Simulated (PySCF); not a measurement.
# C₅H₃FN₂: runs on many settings

Aim: see how C₅H₃FN₂ (`N#Cc1c[nH]c(F)c1`) answers to the choice of functional, basis, grid and SCF options, and what happens with inputs that are wrong on purpose.

Computed with PySCF 2.14.0, with density-fitted response routines of our own, on a single molecule, in the gas phase or a continuum. Atoms count from 0, in the outputs and in this text.

## Step 1: The molecule as given

11 atoms, charge 0, multiplicity 1; geometry from: GFN2-xTB.

Bonds of the start (Å): N0–C1 1.15, C1–C2 1.40, C2–C3 1.38, C3–N4 1.36, N4–C5 1.36, C5–F6 1.33, C5–C7 1.36, C7–C2 1.43, C3–H8 1.07, N4–H9 1.01, C7–H10 1.07.

## Step 2: Shielding tensors: wB97X-D/pcJ-1

Job settings and geometry (Å):

```
{"job": {"kind": "nmr", "xc": "wB97X-D", "basis": "pcJ-1", "pop": true}, "charge": 0, "multiplicity": 1}
N      3.367909     0.194764    -0.296080
C      2.227187     0.139087    -0.193575
C      0.831318     0.061500    -0.071063
C     -0.026018     1.100937     0.219178
N     -1.290167     0.608021     0.244733
C     -1.237294    -0.722739    -0.024349
F     -2.372465    -1.421777    -0.053112
C      0.047356    -1.118181    -0.228252
H      0.187544     2.134062     0.403201
H     -2.132680     1.127854     0.430990
H      0.402733    -2.100858    -0.457635
```

Level: GIAO wB97X-D/pcJ-1 NMR shielding, non-relativistic, gas phase.

Launch:

```
OMP_NUM_THREADS=1 python probes_run.py task.json out
```

The driver reads the jobs from task.json and runs them one after another.

The log of the run:

```text
coarse grid: 10504 points
cycle   1  E = -401.3417399669  dE =  1.940e+00  |g| = 7.107e-01  |ddm| = 3.368e+00
cycle   2  E = -401.2817224822  dE =  6.002e-02  |g| = 9.636e-01  |ddm| = 1.311e+00
cycle   3  E = -401.4575500215  dE = -1.758e-01  |g| = 1.082e-01  |ddm| = 7.303e-01
cycle   4  E = -401.4589831561  dE = -1.433e-03  |g| = 7.441e-02  |ddm| = 1.186e-01
cycle   5  E = -401.4601444174  dE = -1.161e-03  |g| = 1.321e-02  |ddm| = 6.134e-02
cycle   6  E = -401.4601787919  dE = -3.437e-05  |g| = 5.192e-03  |ddm| = 1.315e-02
cycle   7  E = -401.4601846340  dE = -5.842e-06  |g| = 1.010e-03  |ddm| = 4.968e-03
final grid: 105744 points
cycle   8  E = -401.5136649159  dE = -2.938e-04  |g| = 9.264e-03  |ddm| = 4.062e-02
cycle   9  E = -401.5136599447  dE =  4.971e-06  |g| = 1.059e-02  |ddm| = 1.242e-02
cycle  10  E = -401.5136779816  dE = -1.804e-05  |g| = 1.512e-03  |ddm| = 6.571e-03
cycle  11  E = -401.5136782412  dE = -2.596e-07  |g| = 1.102e-03  |ddm| = 1.754e-03
cycle  12  E = -401.5136784868  dE = -2.456e-07  |g| = 1.220e-04  |ddm| = 7.834e-04
cycle  13  E = -401.5136784913  dE = -4.576e-09  |g| = 6.541e-05  |ddm| = 1.795e-04
cycle  14  E = -401.5136784929  dE = -1.589e-09  |g| = 1.528e-05  |ddm| = 9.097e-05
cycle  15  E = -401.5136784931  dE = -1.778e-10  |g| = 6.948e-06  |ddm| = 3.819e-05
converged SCF energy = -401.5136784931

GIAO shielding tensors (ppm)
atom      isotropic    diamagn.    paramagn.     s11        s22        s33       span
  0 N      -46.710     342.424    -389.135   -221.260   -161.526    242.654    463.914
  1 C       66.934     257.383    -190.449    -50.758    -44.771    296.332    347.090
  2 C       84.312     253.279    -168.967      8.159     84.800    159.977    151.818
  3 C       64.212     250.111    -185.899    -21.756     69.510    144.883    166.639
  4 N      106.518     330.674    -224.156     40.757    106.869    171.927    131.170
  5 C       30.733     250.512    -219.780    -29.875     54.334     67.739     97.614
  6 F      322.952     470.751    -147.799    244.635    340.808    383.413    138.778
  7 C       88.717     254.164    -165.447     37.176     66.605    162.372    125.196
  8 H       25.115      29.331      -4.216     21.740     25.495     28.109      6.369
  9 H       24.337      29.917      -5.580     18.722     23.528     30.761     12.039
 10 H       25.722      29.689      -3.967     22.476     26.687     28.003      5.528
```

It took 60 s on 1 thread of Intel Xeon Platinum 8488C, shared host; peak memory 0.98 GiB.

Shifts follow as δ = σ(reference) − σ, with reference shieldings (ppm) from runs at the same level and on the same kind of geometry: 1H TMS 31.94, 13C TMS 187.6, 19F CFCl3 184.1, 15N NH3 267.2. The references are single molecules in the gas phase, so shifts against H2O, NH3, PH3, H3PO4 or CFCl3 are not on the usual liquid scales and can be off by tens of ppm.

| atoms | environment | σ (ppm) | δ (ppm) |
| --- | --- | --- | --- |
| C5 | aromatic carbon bearing fluorine | 30.7 | 156.9 |
| C3 | aromatic CH next to a ring nitrogen | 64.2 | 123.4 |
| C1 | nitrile carbon | 66.9 | 120.6 |
| C2 | substituted aromatic carbon | 84.3 | 103.3 |
| C7 | aromatic CH | 88.7 | 98.9 |
| H9 | hydrogen on a pyrrole-type ring nitrogen | 24.34 | 7.61 |
| H8 | hydrogen on an aromatic CH next to a ring nitrogen | 25.11 | 6.83 |
| H10 | hydrogen on an aromatic CH | 25.72 | 6.22 |
| N0 | nitrile nitrogen | -46.7 | 314.0 |
| N4 | pyrrole-type ring nitrogen | 106.5 | 160.7 |
| F6 | aryl fluorine | 323.0 | -138.9 |

Charges from the same density, by scheme (e):

| atoms | Mulliken | IAO | Hirshfeld | ESP fit |
| --- | --- | --- | --- | --- |
| N0 | -0.20 | -0.25 | -0.23 | -0.49 |
| C1 | 0.03 | 0.15 | 0.07 | 0.47 |
| C2 | -0.18 | -0.10 | -0.03 | -0.12 |
| C3 | 0.15 | -0.08 | -0.01 | -0.25 |
| N4 | -0.55 | -0.25 | -0.07 | -0.22 |
| C5 | 0.52 | 0.36 | 0.12 | 0.32 |
| F6 | -0.25 | -0.25 | -0.08 | -0.17 |
| C7 | -0.23 | -0.25 | -0.10 | -0.36 |

Mayer bond orders: N0–C1 3.09, C1–C2 0.99, C2–C3 1.46, C3–N4 1.14, N4–C5 1.15, C5–F6 1.02, C5–C7 1.57, C7–C2 1.24.

Ring of atoms C2, C3, N4, C5, C7: NICS(0) -16.0, NICS(1) -10.5, NICS(1)zz -26.4 ppm (means of both faces).

The fields below are evaluated on a grid from the run's orbitals.

Frontier orbitals at wB97X-D/pcJ-1, with the share of their density that lies nearest to each atom:

| orbital | energy (eV) | lies on |
| --- | --- | --- |
| HOMO | -8.82 | C3, C5 about 25 % each; C2 14 %; C7 10 % |
| LUMO | 1.17 | C3 26 %; N0 17 %; C1, C2 about 15 % each |

ELF in a plane through or near 11 of the atoms.

Values, 10 rows by 14 columns:
```
0.00 0.00 0.00 0.00 0.00 0.00 0.00 0.00 0.00 0.00 0.00 0.00 0.00 0.00
0.00 0.00 0.00 0.00 0.00 0.00 0.01 0.01 0.00 0.00 0.00 0.00 0.00 0.00
0.00 0.00 0.00 0.00 0.00 0.09 0.99 0.91 0.00 0.03 0.00 0.00 0.00 0.00
0.00 0.00 0.05 0.16 0.13 0.01 0.89 0.67 0.35 0.99 0.84 0.00 0.00 0.00
0.00 0.09 0.74 0.65 0.72 0.37 0.83 0.45 0.47 0.86 0.29 0.00 0.00 0.00
0.00 0.40 0.95 0.55 0.32 0.93 0.42 0.21 0.43 0.26 0.41 0.07 0.00 0.00
0.00 0.04 0.57 0.55 0.57 0.07 0.56 0.18 0.57 0.76 0.82 0.16 0.00 0.00
0.00 0.00 0.00 0.02 0.01 0.04 0.99 0.96 0.01 0.49 0.39 0.01 0.00 0.00
0.00 0.00 0.00 0.00 0.00 0.00 0.57 0.44 0.00 0.00 0.00 0.00 0.00 0.00
0.00 0.00 0.00 0.00 0.00 0.00 0.00 0.00 0.00 0.00 0.00 0.00 0.00 0.00
```
The map spans 12.0 Å across and 9.5 Å up, centred on the molecule. Atoms in the plane (x, y in Å): N0 (-3.4, -0.1), C1 (-2.2, -0.1), C2 (-0.8, 0.0), C3 (-0.1, 1.1), N4 (1.2, 0.7), C5 (1.3, -0.6), F6 (2.5, -1.2), C7 (0.0, -1.1), H8 (-0.3, 2.2), H9 (2.1, 1.3), H10 (-0.3, -2.2).

On the surface of density 0.002 e/bohr³ the electrostatic potential runs, from the 1st to the 99th percentile, from -1.94 V near N0 to 3.03 V near H9.

## Step 3: Shielding tensors: BHandHLYP/3-21G in chloroform

Settings changed since step 2:

```diff
@@ -1,2 +1,2 @@
-{"job": {"kind": "nmr", "xc": "wB97X-D", "basis": "pcJ-1", "pop": true}, "charge": 0, "multiplicity": 1}
+{"job": {"kind": "nmr", "xc": "BHandHLYP", "basis": "3-21G", "solvent": "chloroform", "pop": false}, "charge": 0, "multiplicity": 1}
 N      3.367909     0.194764    -0.296080
```

Level: GIAO BHandHLYP/3-21G NMR shielding, non-relativistic, IEF-PCM chloroform.

The log of the run:

```text
coarse grid: 10504 points
cycle   1  E = -399.1128526647  dE =  1.878e+00  |g| = 6.152e-01  |ddm| = 4.108e+00
cycle   2  E = -399.0883269659  dE =  2.453e-02  |g| = 7.812e-01  |ddm| = 1.500e+00
cycle   3  E = -399.2091024859  dE = -1.208e-01  |g| = 9.060e-02  |ddm| = 9.015e-01
cycle   4  E = -399.2101075138  dE = -1.005e-03  |g| = 6.746e-02  |ddm| = 1.487e-01
cycle   5  E = -399.2110850130  dE = -9.775e-04  |g| = 7.171e-03  |ddm| = 8.022e-02
cycle   6  E = -399.2110955763  dE = -1.056e-05  |g| = 2.939e-03  |ddm| = 8.896e-03
cycle   7  E = -399.2110975252  dE = -1.949e-06  |g| = 6.803e-04  |ddm| = 3.706e-03
final grid: 105744 points
cycle   8  E = -399.2347855144  dE = -5.349e-06  |g| = 1.936e-03  |ddm| = 8.956e-03
cycle   9  E = -399.2347855356  dE = -2.122e-08  |g| = 2.136e-03  |ddm| = 3.927e-03
cycle  10  E = -399.2347864006  dE = -8.650e-07  |g| = 2.262e-04  |ddm| = 2.106e-03
cycle  11  E = -399.2347864079  dE = -7.367e-09  |g| = 1.820e-04  |ddm| = 3.955e-04
cycle  12  E = -399.2347864146  dE = -6.684e-09  |g| = 4.625e-05  |ddm| = 2.234e-04
cycle  13  E = -399.2347864151  dE = -5.197e-10  |g| = 1.024e-05  |ddm| = 6.001e-05
converged SCF energy = -399.2347864151

GIAO shielding tensors (ppm)
atom      isotropic    diamagn.    paramagn.     s11        s22        s33       span
  0 N       14.370     349.444    -335.074   -134.434    -78.736    256.281    390.715
  1 C      101.022     247.776    -146.754      0.250      5.583    297.232    296.982
  2 C      122.325     251.422    -129.097     64.327    121.828    180.819    116.492
  3 C       97.567     248.256    -150.690     26.482     96.587    169.631    143.150
  4 N      142.424     332.172    -189.749     84.147    133.186    209.939    125.792
  5 C       73.843     244.875    -171.031     23.284     90.406    107.839     84.555
  6 F      359.175     466.785    -107.611    285.850    364.985    426.689    140.840
  7 C      122.484     250.579    -128.095     78.302    104.323    184.826    106.524
  8 H       26.216      28.284      -2.068     23.101     25.902     29.644      6.543
  9 H       26.101      30.860      -4.759     20.860     23.305     34.136     13.276
 10 H       27.501      29.031      -1.530     24.136     27.532     30.835      6.699
```

Wall time 7.3 s (1 thread of Intel Xeon Platinum 8488C, shared host).

In short: σ C5 73.8, C3 97.6, C1 101.0, C2 122.3, H9 26.10, H8 26.22 ppm.

## Step 4: Excited states and response: mPW1PW91/6-31G* in tetrahydrofuran

Settings changed since step 3:

```diff
@@ -1,2 +1,2 @@
-{"job": {"kind": "nmr", "xc": "BHandHLYP", "basis": "3-21G", "solvent": "chloroform", "pop": false}, "charge": 0, "multiplicity": 1}
+{"job": {"kind": "uv", "xc": "mPW1PW91", "basis": "6-31G*", "solvent": "tetrahydrofuran", "nstates": 3, "ntriplets": 5, "tda": false, "scf": {"level_shift": 0.1}}, "charge": 0, "multiplicity": 1}
 N      3.367909     0.194764    -0.296080
```

Level: TDDFT mPW1PW91/6-31G*, vertical, IEF-PCM tetrahydrofuran (non-equilibrium linear response), core orbitals frozen in the response.

The log of the run:

```text
final grid: 105744 points
cycle   1  E = -401.4587503917  dE =  1.708e+00  |g| = 6.407e-01  |ddm| = 3.875e+00
cycle   2  E = -401.4084663866  dE =  5.028e-02  |g| = 8.553e-01  |ddm| = 1.545e+00
cycle   3  E = -401.5488743631  dE = -1.404e-01  |g| = 1.063e-01  |ddm| = 7.203e-01
cycle   4  E = -401.5511465083  dE = -2.272e-03  |g| = 4.930e-02  |ddm| = 1.413e-01
cycle   5  E = -401.5516924603  dE = -5.460e-04  |g| = 8.619e-03  |ddm| = 4.941e-02
cycle   6  E = -401.5517076235  dE = -1.516e-05  |g| = 4.131e-03  |ddm| = 1.099e-02
cycle   7  E = -401.5517102717  dE = -2.648e-06  |g| = 1.369e-03  |ddm| = 3.830e-03
cycle   8  E = -401.5517106855  dE = -4.137e-07  |g| = 2.785e-04  |ddm| = 1.646e-03
cycle   9  E = -401.5517107048  dE = -1.933e-08  |g| = 8.656e-05  |ddm| = 4.597e-04
cycle  10  E = -401.5517107068  dE = -2.037e-09  |g| = 2.751e-05  |ddm| = 1.372e-04
cycle  11  E = -401.5517107071  dE = -2.691e-10  |g| = 9.930e-06  |ddm| = 3.482e-05
level shift removed, Fock matrix diagonalised once more
converged SCF energy = -401.5517107071

Static polarisability (au): isotropic 68.720, principal 27.944 68.100 110.115

Singlet excitations
state   eV       nm        f      main configurations
  1   5.6558    219.2   0.11950   H->L 0.93
  2   6.1555    201.4   0.00002   H->L+1 0.91
  3   6.5011    190.7   0.20011   H-1->L 0.85

Triplet excitations (Tamm-Dancoff, eV): 3.9491 5.1392 5.2970 5.8748 6.5349
```

Run time: 16 s. Hardware: 1 thread of Intel Xeon Platinum 8488C, shared host; peak memory 0.63 GiB.

The orbitals next to the gap, with their largest atomic shares:

```csv
orbital,eV,atoms
HOMO−3,-10.34,"C1 38 %, N0 35 %, N4 15 %"
HOMO−2,-9.53,"N0 50 %, C1 34 %, C7 5 %"
HOMO−1,-7.63,"C7 32 %, N4 25 %, C2 22 %"
HOMO,-6.53,"C3 32 %, C5 26 %, C7 15 %"
LUMO,-0.17,"C3 33 %, N0 20 %, C1 17 %"
LUMO+1,1.08,"C1 41 %, N0 39 %, C2 6 %"
LUMO+2,1.47,"C5 40 %, C7 29 %, N4 13 %"
```

With each of the 3 states as a Gaussian band of 0.4 eV half-width at 1/e, the curve within the window shown has maxima at 218 nm (ε 4,900), 191 nm (ε 8,200) L/(mol cm). Beyond the last state computed it falls off for lack of states. The curve at chosen wavelengths:

```csv
nm,ε (L/mol/cm)
182,4618
184,5889
187,7437
189,8017
192,8055
194,7586
197,6447
199,5620
202,4602
204,4186
207,3993
209,4099
212,4442
214,4686
217,4919
219,4930
222,4695
224,4388
227,3766
229,3291
232,2568
234,2114
237,1515
239,1183
242,788
244,588
```

Ground-state properties from the same run:

| property | computed |
| --- | --- |
| dipole moment (D) | 6.90 |
| polarisability (Å³) | 10.18 |
| HOMO–LUMO gap (eV) | 6.35 |
| −ε(HOMO) (eV) | 6.53 |

## Step 5: Shielding tensors: PBE0/def2-SVPD

Settings changed since step 4:

```diff
@@ -1,2 +1,2 @@
-{"job": {"kind": "uv", "xc": "mPW1PW91", "basis": "6-31G*", "solvent": "tetrahydrofuran", "nstates": 3, "ntriplets": 5, "tda": false, "scf": {"level_shift": 0.1}}, "charge": 0, "multiplicity": 1}
+{"job": {"kind": "nmr", "xc": "PBE0", "basis": "def2-SVPD", "pop": false, "scf": {"max_cycle": 8}}, "charge": 0, "multiplicity": 1}
 N      3.367909     0.194764    -0.296080
```

Method: GIAO PBE0/def2-SVPD NMR shielding, non-relativistic, gas phase.

The log of the run:

```text
final grid: 105744 points
cycle   1  E = -400.8484603817  dE =  1.644e+00  |g| = 5.836e-01  |ddm| = 6.568e+00
cycle   2  E = -400.6845805855  dE =  1.639e-01  |g| = 1.039e+00  |ddm| = 2.262e+00
cycle   3  E = -400.9253646080  dE = -2.408e-01  |g| = 1.675e-01  |ddm| = 1.532e+00
cycle   4  E = -400.9300834634  dE = -4.719e-03  |g| = 8.228e-02  |ddm| = 3.137e-01
cycle   5  E = -400.9314941408  dE = -1.411e-03  |g| = 2.441e-02  |ddm| = 1.480e-01
cycle   6  E = -400.9316212892  dE = -1.271e-04  |g| = 6.270e-03  |ddm| = 4.899e-02
cycle   7  E = -400.9316300762  dE = -8.787e-06  |g| = 1.791e-03  |ddm| = 1.226e-02
cycle   8  E = -400.9316308147  dE = -7.385e-07  |g| = 5.157e-04  |ddm| = 4.125e-03
SCF not converged, last energy = -400.9316308147
```

Run time: 13 s. Hardware: 1 thread of Intel Xeon Platinum 8488C, shared host; peak memory 0.68 GiB.

**What went wrong.** The cap of 8 cycles ended the SCF at a gradient of 5.2e-04. Cure: raise the cap. Numbers printed on the way are no properties of the molecule.

## Step 6: NMR shieldings: PBE0/pcSseg-1

Settings changed since step 5:

```diff
@@ -1,2 +1,2 @@
-{"job": {"kind": "nmr", "xc": "PBE0", "basis": "def2-SVPD", "pop": false, "scf": {"max_cycle": 8}}, "charge": 0, "multiplicity": 1}
+{"job": {"kind": "nmr", "xc": "PBE0", "basis": "pcSseg-1", "pop": false, "scf": {"conv": 1e-11}}, "charge": 0, "multiplicity": 1}
 N      3.367909     0.194764    -0.296080
```

Method: GIAO PBE0/pcSseg-1 NMR shielding, non-relativistic, gas phase.

The log of the run:

```text
final grid: 105744 points
cycle   1  E = -401.0768676126  dE =  1.710e+00  |g| = 6.103e-01  |ddm| = 3.447e+00
cycle   2  E = -400.9111162668  dE =  1.658e-01  |g| = 1.074e+00  |ddm| = 1.618e+00
cycle   3  E = -401.1570148760  dE = -2.459e-01  |g| = 1.747e-01  |ddm| = 1.110e+00
cycle   4  E = -401.1619782063  dE = -4.963e-03  |g| = 8.582e-02  |ddm| = 1.890e-01
cycle   5  E = -401.1634806176  dE = -1.502e-03  |g| = 2.442e-02  |ddm| = 8.551e-02
cycle   6  E = -401.1636025950  dE = -1.220e-04  |g| = 6.486e-03  |ddm| = 2.277e-02
cycle   7  E = -401.1636116430  dE = -9.048e-06  |g| = 1.826e-03  |ddm| = 6.863e-03
cycle   8  E = -401.1636123699  dE = -7.269e-07  |g| = 5.329e-04  |ddm| = 2.015e-03
cycle   9  E = -401.1636124381  dE = -6.822e-08  |g| = 1.429e-04  |ddm| = 6.248e-04
cycle  10  E = -401.1636124428  dE = -4.629e-09  |g| = 4.676e-05  |ddm| = 1.652e-04
cycle  11  E = -401.1636124432  dE = -4.354e-10  |g| = 2.080e-05  |ddm| = 4.960e-05
cycle  12  E = -401.1636124433  dE = -7.878e-11  |g| = 6.562e-06  |ddm| = 1.938e-05
cycle  13  E = -401.1636124433  dE = -1.171e-11  |g| = 2.020e-06  |ddm| = 8.511e-06
cycle  14  E = -401.1636124433  dE =  2.501e-12  |g| = 9.908e-07  |ddm| = 2.346e-06
converged SCF energy = -401.1636124433

GIAO shielding tensors (ppm)
atom      isotropic    diamagn.    paramagn.     s11        s22        s33       span
  0 N      -47.896     341.234    -389.131   -220.309   -162.830    239.450    459.759
  1 C       66.997     256.373    -189.376    -49.377    -43.243    293.610    342.987
  2 C       87.470     258.359    -170.889     15.145     86.043    161.221    146.076
  3 C       66.563     247.126    -180.563    -16.020     70.077    145.632    161.653
  4 N      105.751     329.080    -223.329     41.303    105.470    170.480    129.177
  5 C       32.464     249.734    -217.271    -24.911     54.100     68.202     93.113
  6 F      316.877     469.641    -152.764    235.361    335.307    379.963    144.603
  7 C       90.127     249.663    -159.536     40.172     67.246    162.963    122.791
  8 H       25.012      30.063      -5.051     21.638     25.450     27.948      6.311
  9 H       24.124      30.077      -5.954     18.541     23.421     30.410     11.869
 10 H       25.621      30.464      -4.844     22.428     26.628     27.806      5.378
```

Wall time 20 s (1 thread of Intel Xeon Platinum 8488C, shared host); peak memory 0.7 GiB.

Key values: δ C5 154.5, C3 120.4, C1 119.9, C2 99.5, H9 7.59, H8 6.71 ppm.

## Step 7: Comparing the runs: NMR shifts

Isotropic shieldings (ppm) of some atoms, chosen among heavy atoms and hydrogens apart, with basis size and wall time:

```csv
run,C5,C2,H9,H10,N0,N4,F6,functions,time
wB97X-D/pcJ-1,30.7,84.3,24.34,25.72,-46.7,106.5,323.0,246,60 s
BHandHLYP/3-21G in chloroform,73.8,122.3,26.10,27.50,14.4,142.4,359.2,78,7.3 s
PBE0/pcSseg-1,32.5,87.5,24.12,25.62,-47.9,105.8,316.9,151,20 s
```

## Step 8: Summary of results

```
                                quantity                                            value
  13C shifts against TMS (wB97X-D/pcJ-1)             156.9, 123.4, 120.6, 103.3, 98.9 ppm
   1H shifts against TMS (wB97X-D/pcJ-1)                             7.61, 6.83, 6.22 ppm
  15N shifts against NH3 (wB97X-D/pcJ-1)                                 314.0, 160.7 ppm
19F shifts against CFCl3 (wB97X-D/pcJ-1)                                       -138.9 ppm
   surface potential, 1st and 99th percentile                               -1.94 V and 3.03 V
        lowest singlet (mPW1PW91/6-31G*)                      5.66 eV (219 nm), f = 0.119
brightest single state of those computed                      state 3, 6.50 eV, f = 0.200
                          lowest triplet                                          3.95 eV
            range of the shielding of N0                                -47.9 to 14.4 ppm
           property runs in this session  5, of which 1 failed and 0 gave unsound results
```

What this shows: Single values in the summary come from the first run of each kind that ended normally (wB97X-D/pcJ-1; mPW1PW91/6-31G*), which need not be the best level. At wB97X-D/pcJ-1: The largest span, 464 ppm, is at N0, where the paramagnetic term is -389 ppm. NICS(1)zz of -26 ppm above the planar ring from C2 marks a diatropic (aromatic) ring current. The first singlet state (HOMO→LUMO 0.93) lies at 5.66 eV and is bright; of the 3 states computed, the strongest absorption comes from state 3 at 6.50 eV (the last computed, so partners may be missing). The lowest triplet lies 1.71 eV below the lowest singlet (triplets in Tamm-Dancoff, singlets in full TDDFT). The basis of mPW1PW91/6-31G* has no diffuse functions, so Rydberg states are missing and the high states are unreliable. Across the 3 runs the shielding of N0 moves most, between -47.9 (PBE0/pcSseg-1) and 14.4 ppm (BHandHLYP/3-21G in chloroform).
